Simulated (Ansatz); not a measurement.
# CH₄GeO₂: small, medium and large basis sets

Aim: see how fast density functionals converge with the basis set for CH₄GeO₂.

The runs use Ansatz 0.2.0, Gaussian basis; one geometry, several basis sets.

The runs, in order: PBE0-D4/def2-SVP; ωB97M-V/def2-SVP; PBE0-D4/def2-QZVPP; ωB97M-V/def2-QZVPP; the functionals' def2-TZVPP values are taken from earlier runs.

## Step 1: The relaxed structure

The geometry comes from an earlier relaxation with PBE0-D4 in a triple-zeta def2 set; it is a stationary point, not always the lowest conformer.

8 atoms, charge 0, spin multiplicity 1.

Atoms are counted from 1 here; the program's logs count them from 0.

Bond lengths: O1–C2 1.198 Å, C2–O3 1.345 Å, C2–Ge4 1.998 Å, O3–H5 0.972 Å, Ge4–H6 1.533 Å, Ge4–H7 1.533 Å, Ge4–H8 1.529 Å. Angles: O1–C2–O3 122.9°, O1–C2–Ge4 125.2°, O3–C2–Ge4 111.9°, C2–O3–H5 107.1°, C2–Ge4–H6 108.6°, C2–Ge4–H7 108.7°, C2–Ge4–H8 106.9°, H6–Ge4–H7 109.9°, H6–Ge4–H8 111.2°, H7–Ge4–H8 111.3°.

Geometry (Å):

```xyz
8
charge 0, multiplicity 1
O     1.0158   -1.2590    1.0524
C     0.7192   -0.3101    0.3835
O     1.5983    0.6511    0.0494
Ge   -1.0983    0.0492   -0.3642
H     2.4515    0.4093    0.4465
H    -1.6072    1.3796    0.2030
H    -0.9941    0.1373   -1.8913
H    -1.9933   -1.1145    0.0647
```

## Step 2: PBE0-D4 in def2-SVP

File in.yaml:

```yaml
crystal:
  periodic: [false, false, false]
  atoms:
    - {symbol: O, position_ang: [1.015850, -1.259004, 1.052425]}
    - {symbol: C, position_ang: [0.719242, -0.310078, 0.383549]}
    - {symbol: O, position_ang: [1.598341, 0.651081, 0.049391]}
    - {symbol: Ge, position_ang: [-1.098323, 0.049155, -0.364195]}
    - {symbol: H, position_ang: [2.451514, 0.409299, 0.446519]}
    - {symbol: H, position_ang: [-1.607192, 1.379588, 0.202968]}
    - {symbol: H, position_ang: [-0.994094, 0.137262, -1.891267]}
    - {symbol: H, position_ang: [-1.993338, -1.114504, 0.064710]}
basis:
  gaussian: {orbitals: def2-SVP}
hamiltonian: {xc: pbe0, dispersion: d4}
output: {orbitals: {seedname: orbitals}}
```

On the command line:

```bash
$ ansatz run in.yaml --threads 2 --pin off --events-out ev --progress --plain --max-ram 4352MiB
```

After this run come: ωB97M-V in def2-SVP; PBE0-D4 in def2-QZVPP; ωB97M-V in def2-QZVPP.

**Question.** What will the summary of the whole plan be? Wanted: PBE0-D4: double and triple zeta above quadruple; ωB97M-V: double and triple zeta above quadruple.

**Answer**, as computed:

| quantity | value |
| --- | --- |
| PBE0-D4: double and triple zeta above quadruple | 14.76, 1.50 eV |
| ωB97M-V: double and triple zeta above quadruple | 14.87, 1.47 eV |

In words: For PBE0-D4 the step from double to triple zeta gains 13.25 eV and the next only 1.50 eV. These are total energies; as a rule much of such shifts cancels in differences, which this series doesn't test.
